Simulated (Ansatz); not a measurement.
**CH₅FGaNSi: one species, many methods**

Aim: compute CH₅FGaNSi with functionals from several rungs and with coupled cluster, and see how far each lands from CCSD(T) at the basis-set limit for the atomisation energy.

Computed with Ansatz 0.2.0, Gaussian basis. Level: functionals in def2-TZVPP, the program's frozen cores in correlated methods.

Plan: PBE-D4, r2SCAN-D4, PBE0-D4, B3LYP-D4, ωB97X-V, ωB97M-V, B2PLYP; CCSD(T)/def2-TZVPP; MP2/def2-QZVPP; extrapolation to the limit.

### Step 1. The geometry

The geometry comes from an earlier relaxation with PBE0-D4 in a triple-zeta def2 set; it is a stationary point, not always the lowest conformer.

SMILES `N=[CH][Ga]([F])[SiH3]`, 10 atoms, charge 0, spin multiplicity 1.

Atoms are counted from 1 here; the program's logs count them from 0.

Bond lengths: N1–C2 1.269 Å, N1–H6 1.023 Å, C2–Ga3 1.990 Å, C2–H7 1.096 Å, Ga3–F4 1.765 Å, Ga3–Si5 2.411 Å, Si5–H8 1.488 Å, Si5–H9 1.486 Å, Si5–H10 1.486 Å. Angles: C2–N1–H6 112.3°, N1–C2–Ga3 123.9°, N1–C2–H7 116.0°, Ga3–C2–H7 120.0°, C2–Ga3–F4 114.4°, C2–Ga3–Si5 129.4°, F4–Ga3–Si5 116.2°, Ga3–Si5–H8 110.9°, Ga3–Si5–H9 109.4°, Ga3–Si5–H10 109.5°, H8–Si5–H9 108.8°, H8–Si5–H10 108.8°, H9–Si5–H10 109.3°.

### Step 2. PBE-D4 (GGA)

The input, in.yaml:

```yaml
crystal:
  periodic: [false, false, false]
  atoms:
    - {symbol: N, position_ang: [-0.586849, 1.375490, -2.060436]}
    - {symbol: C, position_ang: [-0.281150, 0.144288, -2.020665]}
    - {symbol: Ga, position_ang: [0.166397, -0.835883, -0.347392]}
    - {symbol: F, position_ang: [0.552608, -2.542088, -0.583702]}
    - {symbol: Si, position_ang: [0.254685, -0.028956, 1.923295]}
    - {symbol: H, position_ang: [-0.577732, 1.807375, -1.132781]}
    - {symbol: H, position_ang: [-0.271701, -0.380393, -2.983014]}
    - {symbol: H, position_ang: [-0.124628, 1.407841, 1.991613]}
    - {symbol: H, position_ang: [1.635957, -0.184785, 2.449897]}
    - {symbol: H, position_ang: [-0.684488, -0.813889, 2.766286]}
basis:
  gaussian: {orbitals: def2-TZVPP}
hamiltonian: {xc: pbe, dispersion: d4}
output: {forces: true, orbitals: {seedname: orbitals}}
```

Started as:

```sh
ansatz run in.yaml --threads 4 --pin off --events-out ev --progress --plain --max-ram 10444MiB
```

The log of the run:

```text
Functional definition: PBE
  name "PBE"
  cite "Perdew, Burke & Ernzerhof, Phys. Rev. Lett. 77, 3865 (1996) doi:10.1103/PhysRevLett.77.3865"
  parent pbe
  parameter kappa = 0.804
  parameter beta = 0.06672455060314922
  exchange = pbe_x(kappa = kappa, mu = beta*pi^2/3)
  correlation = pbe_c(beta = beta)
1442 factors; their error is unknown
mean field evaluation 1: about -65553.9078 eV, gradient 8.1e1 eV
mean field evaluation 2: about -65464.6879 eV, gradient 1.9e2 eV
mean field evaluation 4: about -65564.6196 eV, gradient 2.6e1 eV
mean field evaluation 8: about -65565.9795 eV, gradient 2.8e-1 eV
mean field evaluation 16: about -65565.9364 eV, gradient 7.0e-4 eV
mean field -65565.93642254 eV, -2409.5037213406 hartree, gradient 2.1e-5 eV, S^2 0.000000; 0 other end points of the search recorded, 0 dependent functions left out
the calculation of the forces begins
reference -65565.93646971 eV, -2409.5037230740 hartree; 36, 36 occupied and 217, 217 virtual orbitals, 1442 factors
Total energy: -65566.14903687 eV, -2409.5115347731 hartree
Atom 0 at    -0.586849     1.375490    -2.060436 Å, force    -0.178130     0.555963    -0.336806 eV/Å
Atom 1 at    -0.281150     0.144288    -2.020665 Å, force     0.108056    -0.435241    -0.004307 eV/Å
Atom 2 at     0.166397    -0.835883    -0.347392 Å, force    -0.066503     0.356312     0.172858 eV/Å
Atom 3 at     0.552608    -2.542088    -0.583702 Å, force     0.127461    -0.551824    -0.060611 eV/Å
Atom 4 at     0.254685    -0.028956     1.923295 Å, force    -0.006623    -0.015218    -0.085984 eV/Å
Atom 5 at    -0.577732     1.807375    -1.132781 Å, force    -0.004369     0.188475     0.339291 eV/Å
Atom 6 at    -0.271701    -0.380393    -2.983014 Å, force     0.011568    -0.150647    -0.196131 eV/Å
Atom 7 at    -0.124628     1.407841     1.991613 Å, force    -0.036175     0.143877     0.018915 eV/Å
Atom 8 at     1.635957    -0.184785     2.449897 Å, force     0.138999    -0.014344     0.060412 eV/Å
Atom 9 at    -0.684488    -0.813889     2.766286 Å, force    -0.094284    -0.077353     0.092363 eV/Å
Dipole moment:    -0.015617     0.220820     0.308068 e Å
```

Wall time 2.5 s (4 threads of Arm Neoverse V2, shared host); peak memory 0.34 GiB.

Atomisation energy: 3355.8 kJ/mol (free atoms -65531.368 eV, run apart). HOMO -5.79 eV, LUMO -3.23 eV.

### Step 3. r2SCAN-D4 (meta-GGA)

in.yaml: that of step 2 with these lines changed.

```diff
@@ -15,3 +15,3 @@
   gaussian: {orbitals: def2-TZVPP}
-hamiltonian: {xc: pbe, dispersion: d4}
+hamiltonian: {xc: r2scan, dispersion: d4}
 output: {forces: true, orbitals: {seedname: orbitals}}
```

The command is unchanged.

The log of the run:

```text
Functional definition: r2SCAN
  name "r2SCAN"
  cite "Furness, Kaplan, Ning, Perdew & Sun, J. Phys. Chem. Lett. 11, 8208 (2020) doi:10.1021/acs.jpclett.0c02405"
  cite "Furness, Kaplan, Ning, Perdew & Sun, J. Phys. Chem. Lett. 11, 9248 (2020) doi:10.1021/acs.jpclett.0c03077"
  parent r2scan
  parameter k0 = 0.174
  parameter k1 = 0.065
  parameter a1 = 4.9479
  exchange = r2scan_x(k0 = k0, k1 = k1, a1 = a1)
  correlation = r2scan_c
1442 factors; their error is unknown
mean field evaluation 1: about -65570.3006 eV, gradient 7.3e1 eV
mean field evaluation 2: about -65500.0419 eV, gradient 1.7e2 eV
mean field evaluation 4: about -65579.5017 eV, gradient 1.8e1 eV
mean field evaluation 8: about -65580.1630 eV, gradient 1.9e-1 eV
mean field evaluation 16: about -65580.1223 eV, gradient 7.3e-3 eV
mean field -65580.12229285 eV, -2410.0250424587 hartree, gradient 4.4e-5 eV, S^2 0.000000; 0 other end points of the search recorded, 0 dependent functions left out
the calculation of the forces begins
reference -65580.12230688 eV, -2410.0250429744 hartree; 36, 36 occupied and 217, 217 virtual orbitals, 1442 factors
Total energy: -65580.17448531 eV, -2410.0269604963 hartree
Atom 0 at    -0.586849     1.375490    -2.060436 Å, force    -0.075476     0.262827    -0.085414 eV/Å
Atom 1 at    -0.281150     0.144288    -2.020665 Å, force     0.066967    -0.255377     0.016509 eV/Å
Atom 2 at     0.166397    -0.835883    -0.347392 Å, force     0.003989     0.016042     0.074063 eV/Å
Atom 3 at     0.552608    -2.542088    -0.583702 Å, force     0.002100    -0.006928    -0.001684 eV/Å
Atom 4 at     0.254685    -0.028956     1.923295 Å, force    -0.002336    -0.007234    -0.038932 eV/Å
Atom 5 at    -0.577732     1.807375    -1.132781 Å, force     0.003874     0.015452     0.063922 eV/Å
Atom 6 at    -0.271701    -0.380393    -2.983014 Å, force    -0.000712    -0.013680    -0.024097 eV/Å
Atom 7 at    -0.124628     1.407841     1.991613 Å, force     0.009300    -0.029468     0.008580 eV/Å
Atom 8 at     1.635957    -0.184785     2.449897 Å, force    -0.027418     0.002663    -0.003302 eV/Å
Atom 9 at    -0.684488    -0.813889     2.766286 Å, force     0.019713     0.015704    -0.009644 eV/Å
Dipole moment:    -0.013172     0.222770     0.331488 e Å
```

Run time: 5 s. Hardware: 4 threads of Arm Neoverse V2, shared host; peak memory 0.36 GiB.

Atomisation energy: 3294.6 kJ/mol (free atoms -65546.028 eV, run apart). HOMO -6.03 eV, LUMO -3.11 eV.

### Step 4. PBE0-D4 (hybrid)

in.yaml: that of step 3 with these lines changed.

```diff
@@ -15,3 +15,3 @@
   gaussian: {orbitals: def2-TZVPP}
-hamiltonian: {xc: r2scan, dispersion: d4}
-output: {forces: true, orbitals: {seedname: orbitals}}
+hamiltonian: {xc: pbe0, dispersion: d4}
+output: {orbitals: {seedname: orbitals}}
```

The command is unchanged.

The log of the run:

```text
Functional definition: PBE0
  name "PBE0"
  cite "Adamo & Barone, J. Chem. Phys. 110, 6158 (1999) doi:10.1063/1.478522"
  cite "Perdew, Burke & Ernzerhof, Phys. Rev. Lett. 77, 3865 (1996) doi:10.1103/PhysRevLett.77.3865"
  parent pbe
  parameter a = 0.25
  parameter kappa = 0.804
  parameter beta = 0.06672455060314922
  exchange = (1 - a)*pbe_x(kappa = kappa, mu = beta*pi^2/3) + a*exact_x
  correlation = pbe_c(beta = beta)
1490 factors; their error is unknown
mean field evaluation 1: about -65559.9117 eV, gradient 6.5e1 eV
mean field evaluation 2: about -65542.9868 eV, gradient 1.1e2 eV
mean field evaluation 4: about -65567.4704 eV, gradient 8.1e0 eV
mean field evaluation 8: about -65567.6065 eV, gradient 2.2e-1 eV
mean field evaluation 16: about -65567.8217 eV, gradient 1.1e-4 eV
mean field -65567.82168881 eV, -2409.5730035980 hartree, gradient 3.8e-5 eV, S^2 0.000000; 0 other end points of the search recorded, 0 dependent functions left out
reference -65567.82172361 eV, -2409.5730048767 hartree; 36, 36 occupied and 217, 217 virtual orbitals, 1490 factors
Total energy: -65568.00416273 eV, -2409.5797093908 hartree
```

It took 3.4 s on 4 threads of Arm Neoverse V2, shared host; peak memory 0.72 GiB.

Atomisation energy: 3275.5 kJ/mol (free atoms -65534.056 eV, run apart). HOMO -7.07 eV, LUMO -2.39 eV.

### Step 5. B3LYP-D4 (hybrid)

B3LYP here takes the VWN-RPA correlation.

in.yaml: that of step 4 with these lines changed.

```diff
@@ -15,3 +15,3 @@
   gaussian: {orbitals: def2-TZVPP}
-hamiltonian: {xc: pbe0, dispersion: d4}
-output: {orbitals: {seedname: orbitals}}
+hamiltonian: {xc: {name: B3LYP}, dispersion: d4}
+output: {forces: true, orbitals: {seedname: orbitals}}
```

Same command.

The log of the run:

```text
Functional definition: B3LYP
  name "B3LYP"
  cite "Stephens, Devlin, Chabalowski & Frisch, J. Phys. Chem. 98, 11623 (1994) doi:10.1021/j100096a001"
  cite "Becke, Phys. Rev. A 38, 3098 (1988) doi:10.1103/PhysRevA.38.3098"
  cite "Lee, Yang & Parr, Phys. Rev. B 37, 785 (1988) doi:10.1103/PhysRevB.37.785"
  cite "Vosko, Wilk & Nusair, Can. J. Phys. 58, 1200 (1980) doi:10.1139/p80-159"
  parameter a0 = 0.2
  parameter ax = 0.72
  parameter ac = 0.81
  exchange = (1 - a0 - ax)*slater_x + ax*b88_x + a0*exact_x
  correlation = (1 - ac)*vwn_rpa_c + ac*lyp_c
1480 factors; their error is unknown
mean field evaluation 1: about -65576.3964 eV, gradient 7.2e1 eV
mean field evaluation 2: about -65515.7093 eV, gradient 1.5e2 eV
mean field evaluation 4: about -65585.3721 eV, gradient 1.3e1 eV
mean field evaluation 8: about -65585.7234 eV, gradient 2.5e-1 eV
mean field evaluation 16: about -65585.8872 eV, gradient 7.0e-3 eV
mean field -65585.88723780 eV, -2410.2369002782 hartree, gradient 1.5e-5 eV, S^2 0.000000; 0 other end points of the search recorded, 0 dependent functions left out
the calculation of the forces begins
reference -65585.88753134 eV, -2410.2369110656 hartree; 36, 36 occupied and 217, 217 virtual orbitals, 1480 factors
Total energy: -65586.23225266 eV, -2410.2495793402 hartree
Atom 0 at    -0.586849     1.375490    -2.060436 Å, force    -0.030831     0.146649     0.046149 eV/Å
Atom 1 at    -0.281150     0.144288    -2.020665 Å, force     0.005481    -0.125391    -0.224115 eV/Å
Atom 2 at     0.166397    -0.835883    -0.347392 Å, force    -0.033700     0.185245     0.104967 eV/Å
Atom 3 at     0.552608    -2.542088    -0.583702 Å, force     0.064582    -0.285429    -0.044911 eV/Å
Atom 4 at     0.254685    -0.028956     1.923295 Å, force     0.008748     0.052282     0.159887 eV/Å
Atom 5 at    -0.577732     1.807375    -1.132781 Å, force    -0.012339     0.039078    -0.020380 eV/Å
Atom 6 at    -0.271701    -0.380393    -2.983014 Å, force     0.001623     0.019100     0.059943 eV/Å
Atom 7 at    -0.124628     1.407841     1.991613 Å, force     0.024817    -0.093307    -0.003084 eV/Å
Atom 8 at     1.635957    -0.184785     2.449897 Å, force    -0.086989     0.010918    -0.029309 eV/Å
Atom 9 at    -0.684488    -0.813889     2.766286 Å, force     0.058608     0.050854    -0.049146 eV/Å
Dipole moment:    -0.011124     0.222931     0.349024 e Å
```

It took 5.5 s on 4 threads of Arm Neoverse V2, shared host; peak memory 0.77 GiB.

With the free atoms at this level, -65552.163 eV in sum, the atomisation energy is 3287.2 kJ/mol. HOMO -6.87 eV, LUMO -2.63 eV.

### Step 6. ωB97X-V (range-separated)

in.yaml: that of step 5 with these lines changed.

```diff
@@ -15,3 +15,3 @@
   gaussian: {orbitals: def2-TZVPP}
-hamiltonian: {xc: {name: B3LYP}, dispersion: d4}
-output: {forces: true, orbitals: {seedname: orbitals}}
+hamiltonian: {xc: {name: wB97X-V}}
+output: {orbitals: {seedname: orbitals}}
```

Same command.

The log of the run:

```text
Functional definition: wB97X-V
  name "wB97X-V"
  cite "Mardirossian & Head-Gordon, Phys. Chem. Chem. Phys. 16, 9904 (2014) doi:10.1039/C3CP54374A"
  cite "Becke, J. Chem. Phys. 107, 8554 (1997) doi:10.1063/1.475007"
  cite "Vydrov & Van Voorhis, J. Chem. Phys. 133, 244103 (2010) doi:10.1063/1.3521275"
  parameter omega = 0.3/bohr
  parameter cx = 0.167
  parameter cx1 = 0.603
  parameter cx2 = 1.194
  parameter css0 = 0.556
  parameter css1 = -0.257
  parameter cos0 = 1.219
  parameter cos1 = -1.850
  parameter b = 6.0
  parameter c = 0.01
  exchange = spin_sum(e_x_unif_sr(omega)*poly(b97_u_x, 1 - cx, cx1, cx2)) + cx*exact_x_sr(omega) + exact_x_lr(omega)
  correlation = spin_sum(e_c_pw_same_spin*poly(b97_u_same, css0, css1))
      + integral(e_c_pw_opposite_spin*poly(b97_u_opposite, cos0, cos1)) + vv10(b, c)
1480 factors; their error is unknown
332 factors; integrals over basis functions are off by at most 1.1e-5 eV
mean field evaluation 1: about -65569.9214 eV, gradient 5.7e1 eV
mean field evaluation 2: about -65568.3805 eV, gradient 7.2e1 eV
mean field evaluation 4: about -65575.8038 eV, gradient 2.5e0 eV
mean field evaluation 8: about -65575.8253 eV, gradient 6.5e-2 eV
mean field evaluation 16: about -65575.9558 eV, gradient 1.7e-4 eV
mean field -65575.95577105 eV, -2409.8719256068 hartree, gradient 5.7e-5 eV, S^2 0.000000; 0 other end points of the search recorded, 0 dependent functions left out
reference -65575.95576875 eV, -2409.8719255223 hartree; 36, 36 occupied and 217, 217 virtual orbitals, 1480 factors
Total energy: -65575.95576875 eV, -2409.8719255223 hartree
```

It took 8 s on 4 threads of Arm Neoverse V2, shared host; peak memory 0.87 GiB.

With the free atoms at this level, -65541.586 eV in sum, the atomisation energy is 3316.2 kJ/mol. HOMO -9.35 eV, LUMO -0.37 eV.

[end of part 1 of 2]
